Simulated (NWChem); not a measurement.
# doublet [TiO2]+ at 4 levels

Aim: a comparison of 4 runs (UHF/STO-3G, UHF/3-21G, UB3LYP/6-31G*) of doublet [TiO2]+. 

Program for the calculation: NWChem 7.3.0.

## 1. The system as given

[TiO2]+ has 3 atoms, charge +1, and is taken as a doublet. SMILES of the parent species: `[O]=[Ti]=[O]`. Geometry: relaxed at PBE0-D4/def2-TZVP. That shape belongs to the parent species and isn't relaxed for this state.

Bond lengths: O1–Ti2 1.628 Å, Ti2–O3 1.628 Å. Angles: O1–Ti2–O3 111.8°.

## 2. A single-point energy at UHF/STO-3G (run 1)

The input, run.nw:

```
echo
start run
title "O2Ti hf"
memory 2200 mb
charge 1
geometry noautosym nocenter noautoz
  O        0.921000       0.928800       0.444600
  Ti       0.135000      -0.492000       0.331600
  O       -1.056100      -0.436800      -0.776200
end
basis "ao basis" spherical bse
  * library STO-3G
end
scf
  doublet
  uhf
  thresh 1e-08
  maxiter 80
  print low
end
task scf
```

On the command line:

```sh
$ nwchem run.nw > run.out
```

Log:

```text
[...]
  functions       =    28
[...]
  wavefunction    = UHF
[...]
         Total SCF energy =   -987.296690374008
      One electron energy =  -1595.666263181756
      Two electron energy =    481.359644597989
 Nuclear repulsion energy =    127.009928209759
                       Sz =      0.5000
                 Sz(Sz+1) =      0.7500
                      S^2 =      1.0285
[...]
```

Run time: 6 s. Hardware: 1 thread of Intel Xeon Platinum 8488C (Sapphire Rapids), shared host; peak memory 0.099 GiB.

## 3. A single-point energy at UHF/3-21G (run 2)

The input, o2ti.nw:

```
start o2ti
memory 2200 mb
charge 1
geometry units angstroms noautosym nocenter noautoz
  O     0.921000    0.928800    0.444600
  Ti    0.135000   -0.492000    0.331600
  O    -1.056100   -0.436800   -0.776200
end
basis spherical bse
  * library 3-21G
end
scf
  doublet
  uhf
  thresh 1e-08
  maxiter 80
end
task scf energy
```

On the command line:

```sh
$ nwchem o2ti.nw > o2ti.out
```

Log:

```text
[...]
  functions       =    45
[...]
  wavefunction    = UHF
[...]
         Total SCF energy =   -992.880004385092
      One electron energy =  -1605.707919667097
      Two electron energy =    485.817987072246
 Nuclear repulsion energy =    127.009928209759
                       Sz =      0.5000
                 Sz(Sz+1) =      0.7500
                      S^2 =      1.3255
[...]
```

Wall time 5.7 s (1 thread of Intel Xeon Platinum 8488C (Sapphire Rapids), shared host); peak memory 0.099 GiB.

Run 3 isn't shown in full; the table further down has it.

## 4. The energy at UB3LYP/6-31G(d) (Cartesian functions) (run 4)

The input, nw.xyz:

```xyz
3
O2Ti B3LYP
O      0.921000     0.928800     0.444600
Ti     0.135000    -0.492000     0.331600
O     -1.056100    -0.436800    -0.776200
```

The input, run.py:

```python
from ase.io import read
from ase.calculators.nwchem import NWChem

atoms = read('nw.xyz')

calc = NWChem(
    label='nw',
    theory='dft',
    memory='2200 mb',
    basis='6-31G*',
    charge=1,
    dft={'xc': 'b3lyp', 'mult': '2', 'grid': 'xfine', 'convergence': 'energy 1e-08', 'iterations': '100', 'mulliken': None},
    task='energy',
)
atoms.calc = calc

print("Total energy (eV):", round(atoms.get_potential_energy(), 6))
```

On the command line:

```sh
$ export ASE_NWCHEM_COMMAND="nwchem PREFIX.nwi > PREFIX.nwo"
$ python run.py
```

Log:

```text
Total energy (eV): -27199.26603
```

The calculator wrote nw.nwi:

```
title "nw"

permanent_dir nw

scratch_dir nw

start nw

geometry units angstrom nocenter noautosym noautoz
  O  9.2100000000000004e-01 9.2879999999999996e-01 4.4460000000000000e-01
  Ti 1.3500000000000001e-01 -4.9199999999999999e-01 3.3160000000000001e-01
  O  -1.0561000000000000e+00 -4.3680000000000002e-01 -7.7620000000000000e-01
end

charge 1

memory 2200 mb

basis noprint
   * library 6-31G*
end

dft
  xc b3lyp
  mult 2
  grid xfine
  convergence energy 1e-08
  iterations 100
  mulliken
end

task dft energy
```

nw.nwo:

```text
Northwest Computational Chemistry Package (NWChem) 7.3.0
             --------------------------------------------------------

           Job information
           ---------------

    nwchem branch   = 7.3.0
    use scalapack   = T
    input           = nw.nwi
    prefix          = nw.
    data base       = nw/nw.db
    status          = startup
    nproc           =        1

           Memory information
           ------------------

[... 5 lines left out ...]
    hardfail = no
[... 35 lines left out ...]
            Nuclear Dipole moment (a.u.)
[... 67 lines left out ...]
          Convergence on density requested:  1.00D-05
[... 26 lines left out ...]
          Convergence aids based upon iterative change in
[... 31 lines left out ...]
 2-e energy   =     470.794979
[... 54 lines left out ...]
           Coulomb energy =      545.918696083995
[... 538 lines left out ...]
                     DFT Final Beta Molecular Orbital Analysis
[... 619 lines left out ...]
     Multipole analysis of the density
     ---------------------------------

     L   x y z        total         alpha         beta         nuclear
     -   - - -        -----         -----         ----         -------
     0   0 0 0      1.000000    -19.000000    -18.000000     38.000000

     1   1 0 0      0.550946     -1.389240     -1.629885      3.570070
[... 8 lines of this table left out ...]
     2   0 0 2    -14.263825    -23.977176    -21.784625     31.497977

 Task  times  cpu:       27.7s     wall:       27.7s
 Total times  cpu:       27.7s     wall:       27.7s
```

Wall time 29 s (1 thread of Intel Xeon Platinum 8488C (Sapphire Rapids), shared host); peak memory 0.12 GiB.

## 5. All runs side by side

| run | level | iteration cap | module | energy (Eh) | ⟨S²⟩ | wall time |
| --- | --- | --- | --- | --- | --- | --- |
| 1 | UHF/STO-3G | 80 | scf | -987.296690 | 1.028 | 6 s |
| 2 | UHF/3-21G | 80 | scf | -992.880004 | 1.325 | 5.7 s |
| 3 | UB3LYP/6-31G* (spherical functions) | 100 | dft | -999.546085 | 0.804 | 26 s |
| 4 | UB3LYP/6-31G* (Cartesian functions) | 100 | dft | -999.554598 | 0.802 | 29 s |

## 6. Summary of results

| quantity | value |
| --- | --- |
| run 4: total energy | -999.55460 Eh |
| run 4: HOMO energy (highest over α and β) | -16.00 eV |
| run 4: LUMO energy (lowest over α and β) | -12.37 eV |
| run 4: ⟨S²⟩ | 0.802 |

**Reading.** In run 1 the basis is minimal, so the values are rough. Spin contamination of the reference: run 2 ⟨S²⟩ = 1.33, run 1 ⟨S²⟩ = 1.03. All runs together took 67 s, the longest 29 s.
